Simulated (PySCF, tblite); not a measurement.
# C5H8ClF2 radical: geometry, infrared bands and EPR parameters

Wanted: the infrared bands and EPR parameters of C5H8ClF2 radical (`[CH2]C[C@H](Cl)CC(F)F`), by calculation.

The runs use tblite 0.8.0 and PySCF 2.14.0, with density-fitted response routines of our own; the level of theory stands in each step. All values are computed, except where a source is named. Atoms are numbered from 0 throughout.

### Step 1. The molecule as given

16 atoms, charge 0, multiplicity 2; geometry from: force field or distance geometry start.

Bonds of the start (Å): C0–C1 1.48, C1–C2 1.56, C2–Cl3 1.80, C2–C4 1.52, C4–C5 1.51, C5–F6 1.36, C5–F7 1.36, C0–H8 1.08, C0–H9 1.09, C1–H10 1.10, C1–H11 1.10, C2–H12 1.09, C4–H13 1.10, C4–H14 1.11, C5–H15 1.10.

### Step 2. Optimising the geometry with GFN2-xTB

What the job is given:

```
{"job": {"kind": "relax", "xc": "GFN2-xTB", "basis": "xTB"}, "charge": 0, "multiplicity": 2}
C     -2.147100     0.369900    -0.863300
C     -1.594500    -0.374700     0.291800
C     -0.154100     0.011400     0.732900
Cl    -0.153600     1.687100     1.395300
C      0.848600    -0.112300    -0.401700
C      2.272700     0.029800     0.070300
F      3.118200    -0.157200    -0.981100
F      2.558100    -0.950200     0.969400
H     -2.057900     1.448700    -0.923700
H     -2.861300    -0.119300    -1.524200
H     -2.277400    -0.270800     1.149400
H     -1.593900    -1.448500     0.043800
H      0.125400    -0.640000     1.566600
H      0.749700    -1.099100    -0.878000
H      0.658000     0.634400    -1.197300
H      2.501400     0.999700     0.538200
```

The run is started by

```console
$ OMP_NUM_THREADS=1 python probes_run.py task.json out
```

The driver reads the jobs from task.json and runs them one after another.

**Question.** This job is followed by: GFN2-xTB harmonic vibrations, gas phase; UKS B3LYP, pcH-1 on C Cl F H, non-relativistic, mean-field spin-orbit, GIAO. Predict these results of the whole session: strongest single infrared mode (GFN2-xTB); zero-point energy (GFN2-xTB); g(iso) (B3LYP); ⟨S²⟩; largest a(iso) (averaged by class); potential on the surface of density 0.002 e/bohr³, 1st and 99th percentile.

The runs gave:

| quantity | value |
| --- | --- |
| strongest single infrared mode (GFN2-xTB) | 1036 cm⁻¹, 118 km/mol |
| zero-point energy (GFN2-xTB) | 73.8 kcal/mol |
| g(iso) (B3LYP) | 2.00268 |
| ⟨S²⟩ | 0.754 (exact 0.75) |
| largest a(iso) (averaged by class) | 1H on H10, 154.1 MHz |
| potential on the surface of density 0.002 e/bohr³, 1st and 99th percentile | -0.87 V and 1.11 V |

**Reading.** Over 51 steps the energy fell by 0.062 eV; of the close pairs, C1–C2 changed most, 1.555 to 1.532 Å. No mode is imaginary among the 42: a minimum at this level. The strongest single mode, at 1036 cm⁻¹, is spread over many atoms; the largest shares are those of C5, F6. Unscaled tight-binding wavenumbers are off by several per cent, some by more. Its intensities can rank the bands wrongly. C0 carries the largest spin population, 1.08 e. The isotropic g lies 0.4 ppt above the free-electron value. These values are for one conformer; the search (at its own cheap level) found 2 more, at 1.31, 2.87 kcal/mol, and measured spectra average over such forms.
